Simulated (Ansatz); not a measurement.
F₂H₂Si, SMILES F[SiH2]F: the interaction energy of a dimer with the counterpoise correction, run with Ansatz's Python interface.

The script, `f2h2si.py`:
```python
"""Interaction energy of two F2H2Si molecules, with the counterpoise correction."""

import ansatz as az

FIRST = [
    ("F", (-1.0598, 0.5322, 1.016)),
    ("Si", (-0.0244, 0.0052, -0.0274)),
    ("F", (1.2134, -0.5306, 0.7796)),
    ("H", (-0.5417, -1.0961, -0.81)),
    ("H", (0.4123, 1.0892, -0.958)),
]
SECOND = [
    ("F", (-3.5804, 0.4961, 5.1923)),
    ("Si", (-2.6542, -0.5493, 4.4939)),
    ("F", (-3.5867, -1.6533, 3.8759)),
    ("H", (-1.8891, 0.0285, 3.4105)),
    ("H", (-1.7084, -1.1756, 5.466)),
]

def energy(atoms, ghosts=()):
    molecule = az.Crystal.molecule()
    for symbol, xyz in atoms:
        molecule = molecule.atom(symbol, xyz)
    calc = (
        molecule.calculation()
        .basis(gaussian="def2-SVPD")
        .functional("hf")  # level of theory
    )
    deck = calc.input()
    if ghosts:
        deck = deck.set(az.key.basis.gaussian.ghost_atoms, [{"symbol": s, "position_ang": list(xyz)} for s, xyz in ghosts])
    return az.Session.from_dict(deck).plan().execute().report["free_energy_ev"]

# ghost atoms carry the functions of the partner
both = energy(FIRST + SECOND)
alone = energy(FIRST) + energy(SECOND)
ghosted = energy(FIRST, SECOND) + energy(SECOND, FIRST)
print(f"dimer {both:.6f} eV")
print(f"interaction, uncorrected   {23.060548 * (both - alone):8.3f} kcal/mol")
print(f"interaction, counterpoise  {23.060548 * (both - ghosted):8.3f} kcal/mol")
print(f"basis-set superposition    {23.060548 * (alone - ghosted):8.3f} kcal/mol")
```

How large is the interaction at this pose, and how much of it is basis-set superposition?

Uncorrected it is -0.197 kcal/mol, with the counterpoise correction 0.336 kcal/mol; the difference, 0.53 kcal/mol, is the superposition error. The sign changes with the correction, so this basis doesn't settle it.

What the script printed:

```console
$ python f2h2si.py
dimer -26604.682889 eV
interaction, uncorrected     -0.197 kcal/mol
interaction, counterpoise     0.336 kcal/mol
basis-set superposition       0.533 kcal/mol
```

Reading the output:
- These settings explore the input space; basis and method may be short of convergence.
- The dimer is a generated trial pose of unrelaxed monomers, not a minimum, so the figure is no binding energy, and the basis set is small.
- Hartree-Fock leaves correlation out, so bond, atomisation and ionisation energies come out well too low.
- This level lacks the dispersion part of the attraction (electrostatics and induction are there), which can decide the sign where the interaction is weak.
- Finished in 6.7 s on 1 thread of Arm Neoverse V1, with other jobs on the host, peak memory 0.4 GiB.

(Lines on the test bed's own set-up are left out of the output.)
